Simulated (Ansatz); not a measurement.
# Cl2GeH3N: how energies converge with the basis set

One table from this session's results is given with a row withheld; the runs are named, their logs left out.

Method: one geometry, several basis sets; program: Ansatz 0.2.0, Gaussian basis.

Plan: PBE0-D4/def2-SVP; ωB97M-V/def2-SVP; PBE0-D4/def2-QZVPP; ωB97M-V/def2-QZVPP; the functionals' def2-TZVPP values are taken from earlier runs.

## Structure used throughout

The geometry comes from an earlier relaxation with PBE0-D4 in a triple-zeta def2 set; it is a stationary point, not always the lowest conformer.

SMILES `[NH2][GeH]([Cl])[Cl]`, 7 atoms, charge 0, spin multiplicity 1.

Atoms are counted from 1 here; the program's logs count them from 0.

Bond lengths: N1–Ge2 1.810 Å, N1–H5 1.010 Å, N1–H6 1.010 Å, Ge2–Cl3 2.138 Å, Ge2–Cl4 2.138 Å, Ge2–H7 1.533 Å. Angles: Ge2–N1–H5 115.5°, Ge2–N1–H6 115.5°, H5–N1–H6 110.8°, N1–Ge2–Cl3 106.0°, N1–Ge2–Cl4 106.0°, N1–Ge2–H7 120.0°, Cl3–Ge2–Cl4 110.6°, Cl3–Ge2–H7 107.0°, Cl4–Ge2–H7 107.0°.

Set-up of the first run:

Input file in.yaml:

```yaml
crystal:
  periodic: [false, false, false]
  atoms:
    - {symbol: N, position_ang: [-0.722974, 0.919398, 0.109114]}
    - {symbol: Ge, position_ang: [0.400297, -0.488136, -0.068618]}
    - {symbol: Cl, position_ang: [0.183331, -1.645917, 1.715652]}
    - {symbol: Cl, position_ang: [-0.293912, -1.587094, -1.766116]}
    - {symbol: H, position_ang: [-0.592847, 1.476659, 0.941085]}
    - {symbol: H, position_ang: [-0.814428, 1.508494, -0.705913]}
    - {symbol: H, position_ang: [1.901833, -0.251404, -0.270804]}
basis:
  gaussian: {orbitals: def2-SVP}
hamiltonian: {xc: pbe0, dispersion: d4}
output: {orbitals: {seedname: orbitals}}
```

The run is started by

```
ansatz run in.yaml --threads 4 --pin off --events-out ev --progress --plain --max-ram 10444MiB
```

Steps of the session up to this table: PBE0-D4 in def2-SVP; ωB97M-V in def2-SVP; PBE0-D4 in def2-QZVPP; ωB97M-V in def2-QZVPP.

One of the session's tables, all rows but one given; the rest of the session is left out.

It belongs to the step «Functionals by basis». 

```
functional       basis  HOMO (eV)  LUMO (eV)
   PBE0-D4    def2-SVP      -7.97       0.02
   PBE0-D4  def2-TZVPP      -8.19      -0.38
   PBE0-D4  def2-QZVPP      -8.24      -0.51
   ωB97M-V    def2-SVP     -10.31       2.18
   ωB97M-V  def2-TZVPP     -10.55       1.62
   ωB97M-V  def2-QZVPP          ?          ?
```

Estimate the missing values for ωB97M-V, def2-QZVPP.

The run gave: HOMO (eV): -10.60; LUMO (eV): 1.37. In the column «HOMO (eV)» it is the lowest.
